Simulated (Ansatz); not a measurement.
# VW3 and its elements: a formation energy from the elements

Run with Ansatz's Python interface.

The script, `run_formation.py`:
```python
"""Is VW3 bound against its elements, after relaxing cells and atoms."""

from collections import Counter

import ansatz as az
from ase import Atoms
import numpy as np

POLARISED = {"VW3", "V"}


def ground_state(name, crystal):
    calc = crystal.calculation()
    calc = calc.functional("pbesol")
    calc = calc.basis(24 * az.Ha, density_ratio=8)
    calc = calc.accuracy("medium").scf(tolerance=1e-05, max_iterations=100, extra_bands=16)
    calc = calc.kpoints(spacing=0.39)
    calc = calc.occupations("gaussian", width=0.1)
    calc = calc.stress()
    if name in POLARISED:
        calc = calc.spin("collinear")
    calc = calc.relax(force_tolerance=0.02, max_steps=40, cell=True)
    return calc.run()


def counts(outcome):
    return Counter(site.symbol for site in outcome.lattice.sites)

def formation_energy(outcome, mu):
    n = counts(outcome)
    return (outcome.report["energy_sigma0_ev"] - sum(k * mu[element] for element, k in n.items())) / sum(n.values())


def volume_per_atom(outcome):
    return abs(np.linalg.det(outcome.lattice.cell_ang)) / len(outcome.lattice.sites)


def main() -> None:
    phases = {}
    vw3 = (
        az.Lattice.fcc(6.25023)
        .space_group(225)
        .atom("V", (0.0, 0.0, 0.0))
        .atom("W", (0.25, 0.75, 0.75))
        .atom("W", (0.5, 0.0, 0.0))
        .primitive()
        .moments(V=1.5)
    )
    phases["VW3"] = vw3
    atoms = Atoms(
        ["V"],
        scaled_positions=[
            (0.0, 0.0, 0.0),
        ],
        cell=[
            (-1.51435, 1.51435, 1.51435),
            (1.51435, -1.51435, 1.51435),
            (1.51435, 1.51435, -1.51435),
        ],
        pbc=True,
    )
    atoms.set_initial_magnetic_moments([1.5])
    v = az.Crystal.from_ase(atoms)
    phases["V"] = v
    w = (
        az.Lattice.from_parameters(2.740702, 2.740702, 2.740702, alpha=109.47122, beta=109.47122, gamma=109.47122)
        .atom("W", (0.0, 0.0, 0.0))
    )
    phases["W"] = w

    done = {}
    for name, crystal in phases.items():
        done[name] = ground_state(name, crystal)
        print(f"{name}: {done[name].report['energy_sigma0_ev']:.4f} eV, {len(done[name].lattice.sites)} atoms")

    # energy of one atom in its reference phase
    references = {"V": "V", "W": "W"}
    mu = {element: done[name].report["energy_sigma0_ev"] / len(done[name].lattice.sites) for element, name in references.items()}

    target = done["VW3"]
    heat = formation_energy(target, mu)
    n = counts(target)
    print("cell content:", dict(n), " volume", round(volume_per_atom(target), 3), "A^3/atom")
    print("formation energy", round(heat, 4), "eV/atom,", round(heat * sum(n.values()), 4), "eV per cell")
    print("bound against the elements" if heat < 0 else "unbound against the elements")


if __name__ == "__main__":
    main()
```

```console
$ python run_formation.py
DeckWarning: scf.convergence.dr2_threshold = 1e-5 eV is looser than this run's default, which is 1e-7 eV or tighter. The error in the forces grows as the threshold's square root, so leave the key out unless less accurate forces are enough
DeckWarning: relax.cell: scf.convergence.dr2_threshold = 1e-5 eV is looser than the 4e-10 eV advised for a relaxation that steers and ends on the stress (1e-10 eV for each atom of the cell: 4). What [...]
RunWarning: the starting moments were not kept: the SCF closed with an absolute magnetisation of 2.1e-6 μB, where they sum to 1.5 μB in size (1 site). That is at most 0.1 of that sum. Measured as [...]
VW3: -33655.3773 eV, 4 atoms
DeckWarning: relax.cell: scf.convergence.dr2_threshold = 1e-5 eV is looser than the 1e-10 eV advised for a relaxation that steers and ends on the stress (1e-10 eV for each atom of the cell: 1). What [...]
V: -2885.3101 eV, 1 atoms
W: -10256.5666 eV, 1 atoms
cell content: {<Element.V: 'V'>: 1, <Element.W: 'W'>: 3}  volume 14.964 A^3/atom
formation energy -0.0918 eV/atom, -0.3673 eV per cell
bound against the elements
```
(Warnings from the package without file and line, shortened, repeats left out.)

Caveats:
- The settings weren't tested for convergence.
- The SCF didn't keep the moments it started from (some shrank, vanished or turned); what is printed is the state reached.
- Spin-orbit coupling, which matters for elements this heavy, is left out.
- The cells come from databases of deposited and of computed structures, and not all need be stable phases.
- The compound is the structure given, not necessarily its lowest; energies are at zero temperature, with no correction for gases. Magnetic phases start from parallel moments and may not end in their lowest magnetic state. A semilocal functional's error on such energies is often 0.05 to 0.1 eV an atom, and 0.1 to 0.3 eV against gases such as O2 or F2.
- Run time: 55 s on 1 thread of Arm Neoverse V1, on a shared host, peak memory 0.63 GiB.

(Lines on the test bed's own set-up are left out of the output.)
